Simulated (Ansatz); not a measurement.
# CH₇BN₂O: basis-set convergence

One table from this session's results is given with a row withheld; the runs are named, their logs left out.

The runs use Ansatz 0.2.0, Gaussian basis; one geometry, several basis sets.

Plan: PBE0-D4/def2-SVP; ωB97M-V/def2-SVP; PBE0-D4/def2-QZVPP; ωB97M-V/def2-QZVPP; the functionals' def2-TZVPP values are taken from earlier runs.

## Structure used throughout

All runs share one geometry, relaxed beforehand with PBE0-D4 in a triple-zeta def2 set.

SMILES `NB(N)CO`, 12 atoms, charge 0, spin multiplicity 1.

Atoms are counted from 1 here; the program's logs count them from 0.

Bond lengths: N1–B2 1.410 Å, N1–H6 1.004 Å, N1–H7 1.005 Å, B2–N3 1.413 Å, B2–C4 1.591 Å, N3–H8 1.004 Å, N3–H9 1.003 Å, C4–O5 1.428 Å, C4–H10 1.096 Å, C4–H11 1.101 Å, O5–H12 0.960 Å. Angles: B2–N1–H6 125.1°, B2–N1–H7 119.8°, H6–N1–H7 114.4°, N1–B2–N3 122.8°, N1–B2–C4 117.5°, N3–B2–C4 119.8°, B2–N3–H8 124.2°, B2–N3–H9 122.3°, H8–N3–H9 113.4°, B2–C4–O5 114.2°, B2–C4–H10 109.1°, B2–C4–H11 111.6°, O5–C4–H10 105.4°, O5–C4–H11 110.5°, H10–C4–H11 105.4°, C4–O5–H12 107.5°.

The first run:

in.yaml

```yaml
crystal:
  periodic: [false, false, false]
  atoms:
    - {symbol: N, position_ang: [-0.890637, 0.942692, 0.761107]}
    - {symbol: B, position_ang: [-0.018301, -0.105907, 0.405070]}
    - {symbol: N, position_ang: [0.257733, -1.194976, 1.261939]}
    - {symbol: C, position_ang: [0.665673, -0.036893, -1.029525]}
    - {symbol: O, position_ang: [0.053366, 0.889486, -1.926905]}
    - {symbol: H, position_ang: [-1.352646, 1.033491, 1.647722]}
    - {symbol: H, position_ang: [-0.972449, 1.747974, 0.165443]}
    - {symbol: H, position_ang: [-0.082837, -1.273406, 2.203361]}
    - {symbol: H, position_ang: [0.844919, -1.960065, 0.985229]}
    - {symbol: H, position_ang: [1.699918, 0.307184, -0.916781]}
    - {symbol: H, position_ang: [0.737052, -1.032696, -1.493674]}
    - {symbol: H, position_ang: [-0.864790, 0.627912, -2.028987]}
basis:
  gaussian: {orbitals: def2-SVP}
hamiltonian: {xc: pbe0, dispersion: d4}
output: {orbitals: {seedname: orbitals}}
```

Steps of the session up to this table: PBE0-D4 in def2-SVP; ωB97M-V in def2-SVP; PBE0-D4 in def2-QZVPP; ωB97M-V in def2-QZVPP.

One table of the session follows, with a row left open; its other results are not shown here.

It belongs to the step «Density functionals: the series». 

| functional | basis | HOMO (eV) | LUMO (eV) |
| --- | --- | --- | --- |
| PBE0-D4 | def2-SVP | -6.69 | 1.72 |
| PBE0-D4 | def2-TZVPP | -6.97 | 0.77 |
| PBE0-D4 | def2-QZVPP | -7.03 | 0.43 |
| ωB97M-V | def2-SVP | ? | ? |
| ωB97M-V | def2-TZVPP | -9.35 | 2.04 |
| ωB97M-V | def2-QZVPP | -9.41 | 1.51 |

Estimate the missing values for ωB97M-V, def2-SVP.

As computed: HOMO (eV): -9.07; LUMO (eV): 3.33. In the column «HOMO (eV)» it lies between ωB97M-V, def2-TZVPP (-9.35) and PBE0-D4, def2-QZVPP (-7.03).
